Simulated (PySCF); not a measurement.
# CH4B3Cl3: the cost of one run

Computed with PySCF 2.14.0, with density-fitted response routines of our own, on a single molecule in the gas phase. Atoms count from 0, in the outputs and in this text.

### 1 Starting geometry

11 atoms, charge 0, multiplicity 1; geometry from: GFN2-xTB. The atoms were then displaced at random by about 0.01 Å, so the start is not that level's minimum.

Bonds of the start (Å): B0–C1 1.58, C1–B2 1.57, B2–Cl3 1.72, C1–B4 1.57, B4–Cl5 1.72, B4–Cl6 1.72, B0–H7 1.17, B0–H8 1.16, C1–H9 1.08, B2–H10 1.19.

### 2 Relaxing the molecule at PBE0-D3(BJ)/def2-SVP

What the job is given:

```
{"job": {"xc": "PBE0", "basis": "def2-SVP", "d3": "d3bj", "grid": 1, "shake": 0.01, "kind": "geom"}, "charge": 0, "multiplicity": 1}
B     -1.003980    -0.968330    -0.554480
C     -0.015720     0.248200    -0.366270
B      1.381550    -0.440780    -0.143010
Cl     2.616050    -0.295060    -1.333010
B     -0.442730     1.105480     0.883730
Cl    -0.500560     0.477500     2.483100
Cl    -0.866890     2.760360     0.667980
H     -1.566240    -1.050030    -1.582300
H     -1.209330    -1.699490     0.325280
H      0.008350     0.884370    -1.242380
H      1.637600    -1.048060     0.845700
```

Run with:

```sh
$ OMP_NUM_THREADS=1 python probes_run.py task.json out
```

One launch serves the whole session: the jobs run in the order shown.

**Question.** How long does this first job take on 1 thread of Arm Neoverse N1, shared host, and how much memory does it need?

About 1.7 min, with a peak of 0.52 GiB.
